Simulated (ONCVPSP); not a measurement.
# Pseudopotential generation for Au: ONCV, PBE

Do these settings give a usable potential? It is generated, then checked for transferability, scattering, ghosts and hardness.

Method: ONCVPSP 4.0.1, PBE, fully relativistic.

## 1. The design

The settings as typed:

| Item | Value |
| --- | --- |
| element | gold (Au, Z = 79) |
| type | optimised norm-conserving Vanderbilt (ONCV) |
| frozen core | [Kr] 4d10 4f14 |
| valence charge | 19 |
| reference configuration | 5s2 5p6 5d10 6s1 |
| partial waves | 5s+6s: rc 1.80 bohr, ncon 4, nbas 9, qcut 6.1 1/bohr, 2 projectors; 5p: rc 1.80 bohr, ncon 5, nbas 9, qcut 7 1/bohr, 2 projectors, debl 2.6 Ha; 5d: rc 1.70 bohr, ncon 4, nbas 8, qcut 7.3 1/bohr, 2 projectors, debl 0.3 Ha |
| local potential | polynomial inside 1.20 bohr (lpopt 4, dvloc0 0 Ha) |
| core correction | Teter function, fcfact 3, rcfact 1.6 |

The outer shells as boxes (Hund's rule for the drawing; the calculation is spin-unpolarised):

```
[Kr] core
4d [↑↓][↑↓][↑↓][↑↓][↑↓]
4f [↑↓][↑↓][↑↓][↑↓][↑↓][↑↓][↑↓]
5s [↑↓]
5p [↑↓][↑↓][↑↓]
5d [↑↓][↑↓][↑↓][↑↓][↑↓]
6s [↑ ]
```

## 2. The generation run

File Au.dat:

```
# ATOM AND REFERENCE CONFIGURATION
# atsym  z   nc   nv     iexc    psfile
  Au 79.00   10    4        4      upf
#
#   n    l    f
    1    0    2.00
    2    0    2.00
    2    1    6.00
    3    0    2.00
    3    1    6.00
    3    2   10.00
    4    0    2.00
    4    1    6.00
    4    2   10.00
    4    3   14.00
    5    0    2.00
    5    1    6.00
    5    2   10.00
    6    0    1.00
#
# PSEUDOPOTENTIAL AND OPTIMIZATION
# lmax
    2
#
#   l,   rc,      ep,       ncon, nbas, qcut
    0    1.80    0.00    4    9    6.10
    1    1.80    0.00    5    9    7.00
    2    1.70    0.00    4    8    7.30
#
# LOCAL POTENTIAL
# lloc, lpopt,  rc(5),   dvloc0
    4    4    1.20    0.00
#
# VANDERBILT-KLEINMAN-BYLANDER PROJECTORs
# l, nproj, debl
    0    2    2.60
    1    2    2.60
    2    2    0.30
#
# MODEL CORE CHARGE
# icmod, fcfact, rcfact
    3    3.00    1.60
#
# LOG DERIVATIVE ANALYSIS
# epsh1, epsh2, depsh
   -5.00    5.00    0.04
#
# OUTPUT GRID
# rlmax, drl
    6.00    0.01
#
# TEST CONFIGURATIONS
# ncnf
    4
# nvcnf
#   n    l    f
    4
    5    0    2.00
    5    1    6.00
    5    2   10.00
    6    0    0.00
#
    4
    5    0    2.00
    5    1    6.00
    5    2    9.00
    6    0    0.00
#
    4
    5    0    2.00
    5    1    6.00
    5    2    8.00
    6    0    0.00
#
    4
    5    0    2.00
    5    1    6.00
    5    2    7.00
    6    0    0.00
#
```

Run with:

```sh
$ oncvpspr.x < Au.dat > Au.out
```

What does the calculation give? Wanted: cutoffs for 1 and 0.1 mHa per electron, occupied waves; bound ghosts; GHOST(+) flags; largest test error; largest phase difference near zero energy, channels read; rms error of d²Exc/dn², without and with the model core.

As calculated:

```
                                                quantity                         value
  cutoffs for 1 and 0.1 mHa per electron, occupied waves               21 Ha and 24 Ha
                                            bound ghosts                    none found
                                          GHOST(+) flags            none at low energy
                            largest test error (AE − PS)  -30 meV, for 5s2 5p6 5d7 6s0
largest phase difference near zero energy, channels read                     0.001 rad
 rms error of d²Exc/dn², without and with the model core            10.65 and 2.78 mHa
```

What this shows: The worst unpolarised test, 5s2 5p6 5d7 6s0, is off by 30 meV on 112.2 eV; by total energies transferability rates as fair. That test lies far up in energy; among those under 40 eV, nearer to bonding, the largest error is 4.7 meV. It counts as of middling hardness, with 21 Ha needed at the looser tolerance. At the looser tolerance the 5d wave is the slowest; 5p needs 18 Ha. It is free of bound ghosts as far as tested. Near zero energy the phases of the channels with partial waves agree within 0.001 rad. Note that the frozen 4f shell (-81 eV) lies higher than the valence 5s shell (-108 eV). These are tests on the free atom; a crystal test is still owed.
